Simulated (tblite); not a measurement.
# C3H11AsNSi: the cost of one run

Computed with tblite 0.8.0 and PySCF 2.14.0, with density-fitted response routines of our own, on a single molecule in the gas phase. Atoms are numbered from 0 throughout.

## 1. The molecule as given

17 atoms, charge 0, multiplicity 2; geometry from: force field or distance geometry start.

Bonds of the start (Å): C0–N1 1.43, N1–C2 1.43, N1–C3 1.43, C3–Si4 1.83, Si4–As5 2.27, C0–H6 1.09, C0–H7 1.12, C0–H8 1.12, C2–H9 1.13, C2–H10 1.10, C2–H11 1.11, C3–H12 1.12, C3–H13 1.12, Si4–H14 1.44, As5–H15 1.52, As5–H16 1.55.

## 2. Geometry optimisation with GFN2-xTB

What the job is given:

```
{"job": {"kind": "relax", "xc": "GFN2-xTB", "basis": "xTB"}, "charge": 0, "multiplicity": 2}
C     -0.474400     1.146500     0.507600
N     -0.631900     0.006200    -0.349200
C     -2.013600    -0.127200    -0.709700
C     -0.075000    -1.206400     0.175200
Si     1.717300    -1.224200     0.552000
As     2.971000     0.405900    -0.413700
H     -0.203400     0.910000     1.534400
H     -1.454700     1.682000     0.559100
H      0.226500     1.855200    -0.000200
H     -2.657400    -0.267500     0.213500
H     -2.110900    -0.945900    -1.437000
H     -2.318900     0.842500    -1.162700
H     -0.226900    -1.968100    -0.635700
H     -0.636700    -1.638200     1.044700
H      2.096200    -1.633100     1.878200
H      3.080000     0.354200    -1.932800
H      2.705700     1.820100     0.166300
```

Command:

```
$ OMP_NUM_THREADS=1 python probes_run.py task.json out
```

One launch serves the whole session: the jobs run in the order shown.

**Question.** How long does this first job take on 1 thread of Arm Neoverse V2, shared host, and how much memory does it need?

About 1.1 s, with a peak of 0.18 GiB.
